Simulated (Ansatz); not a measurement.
Write a Python script for Ansatz's Python interface that makes a ladder of methods at one geometry of HK (charge -1). Settings (for the species named): MP2, def2-SVP basis, multiplicity 2. The script varies method: mp2, ccsd, ccsd_t, ccsdt.

```xyz
2

K     0.0000    0.0000    0.0000
H     0.0000    0.0000    2.3650
```

The script, `hk_methods.py`:
```python
import ansatz

geometry_ang = [
    ('K', (0.0, 0.0, 0.0)),
    ('H', (0.0, 0.0, 2.365)),
]
hk = ansatz.Crystal.molecule()
for symbol, xyz in geometry_ang:
    hk = hk.atom(symbol, xyz)

base = (
    hk.calculation()
    .basis(gaussian='def2-SVP')
    .charge(-1)
    .spin('collinear', total=1)
)

methods = ['mp2', 'ccsd', 'ccsd_t', 'ccsdt']
reports = [base.correlation(m).run().report for m in methods]
print(f'Hartree-Fock reference {reports[0]["reference_energy_ev"] / 27.211386246:.6f} Ha')
best = reports[-1]['free_energy_ev'] - reports[-1]['reference_energy_ev']
for method, each in zip(methods, reports):
    gained = each['free_energy_ev'] - each['reference_energy_ev']
    print(f'{method:8s} total {each["free_energy_ev"] / 27.211386246:.6f} Ha  correlation {gained:9.4f} eV  ({100 * gained / best:.1f} % of the last)')
```

Running `python hk_methods.py` prints:
```text
Hartree-Fock reference -599.604631 Ha
mp2      total -599.670055 Ha  correlation   -1.7803 eV  (83.6 % of the last)
ccsd     total -599.682073 Ha  correlation   -2.1073 eV  (98.9 % of the last)
ccsd_t   total -599.682742 Ha  correlation   -2.1255 eV  (99.8 % of the last)
ccsdt    total -599.682916 Ha  correlation   -2.1302 eV  (100.0 % of the last)
```

Caveats:
- Total energies depend on the basis set; only differences at equal settings carry meaning.
- The geometry is a force-field or estimated start, not a minimum of this method, and the basis set is short of its limit. A lower total doesn't mark the better method: functionals have no common bound, and MP2 and coupled cluster aren't variational.
- The species is open-shell (spin multiplicity 2).
- Inner cores stay frozen; the shell under the valence of alkali and alkaline-earth atoms is correlated with it.
- Anions want diffuse functions, which this basis lacks.
- Wall time of the script: 6.2 s on 1 thread of Arm Neoverse V1 (shared host), peak memory 0.17 GiB.
